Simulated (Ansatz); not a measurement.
**GaSiH5O: how energies converge with the basis set**

How large a basis does GaSiH5O need? Two functionals are run in growing sets.

Program: Ansatz 0.2.0, Gaussian basis. Level of theory: one geometry, several basis sets. These are calculated values, not measurements.

The runs, in order: PBE0-D4/def2-SVP; ωB97M-V/def2-SVP; PBE0-D4/def2-QZVPP; ωB97M-V/def2-QZVPP; the functionals' def2-TZVPP values are taken from earlier runs.

## 1. Structure used throughout

An earlier PBE0-D4 in a triple-zeta def2 set relaxation fixed the geometry.

SMILES `O[SiH2][GaH2]`, 8 atoms, charge 0, spin multiplicity 1.

Atoms are counted from 1 here; the program's logs count them from 0.

Bond lengths: O1–Si2 1.662 Å, O1–H4 0.959 Å, Si2–Ga3 2.424 Å, Si2–H5 1.495 Å, Si2–H6 1.495 Å, Ga3–H7 1.574 Å, Ga3–H8 1.574 Å. Angles: Si2–O1–H4 117.5°, O1–Si2–Ga3 103.6°, O1–Si2–H5 110.6°, O1–Si2–H6 110.6°, Ga3–Si2–H5 113.3°, Ga3–Si2–H6 113.3°, H5–Si2–H6 105.5°, Si2–Ga3–H7 121.1°, Si2–Ga3–H8 121.1°, H7–Ga3–H8 117.7°.

Geometry (Å):

```
O    -1.4280    0.0124   -1.0417
Si   -0.2359    0.7463   -0.1461
Ga    1.0482   -1.1155    0.7255
H    -2.0618    0.5798   -1.4833
H     0.5698    1.6721   -0.9998
H    -0.8329    1.6046    0.9225
H     2.2647   -1.7112   -0.0757
H     0.6760   -1.7885    2.0986
```

## 2. PBE0-D4 in def2-SVP

Contents of in.yaml:

```yaml
crystal:
  periodic: [false, false, false]
  atoms:
    - {symbol: O, position_ang: [-1.428004, 0.012375, -1.041690]}
    - {symbol: Si, position_ang: [-0.235870, 0.746314, -0.146121]}
    - {symbol: Ga, position_ang: [1.048152, -1.115506, 0.725538]}
    - {symbol: H, position_ang: [-2.061796, 0.579848, -1.483323]}
    - {symbol: H, position_ang: [0.569752, 1.672124, -0.999831]}
    - {symbol: H, position_ang: [-0.832882, 1.604558, 0.922518]}
    - {symbol: H, position_ang: [2.264654, -1.711218, -0.075712]}
    - {symbol: H, position_ang: [0.676004, -1.788496, 2.098620]}
basis:
  gaussian: {orbitals: def2-SVP}
hamiltonian: {xc: pbe0, dispersion: d4}
output: {orbitals: {seedname: orbitals}}
```

Run with:

```sh
$ ansatz run in.yaml --threads 2 --pin off --events-out ev --progress --plain --max-ram 4352MiB
```

The runs that follow: ωB97M-V in def2-SVP; PBE0-D4 in def2-QZVPP; ωB97M-V in def2-QZVPP.

Q: Predict the results of all the runs planned. Wanted: PBE0-D4: double and triple zeta above quadruple; ωB97M-V: double and triple zeta above quadruple.

As calculated:

| quantity | value |
| --- | --- |
| PBE0-D4: double and triple zeta above quadruple | 13.90, 1.59 eV |
| ωB97M-V: double and triple zeta above quadruple | 13.92, 1.54 eV |

In words: PBE0-D4 gains 12.31 eV from double to triple zeta, then 1.59 eV more. These are total energies; as a rule much of such shifts cancels in differences, which this series doesn't test.
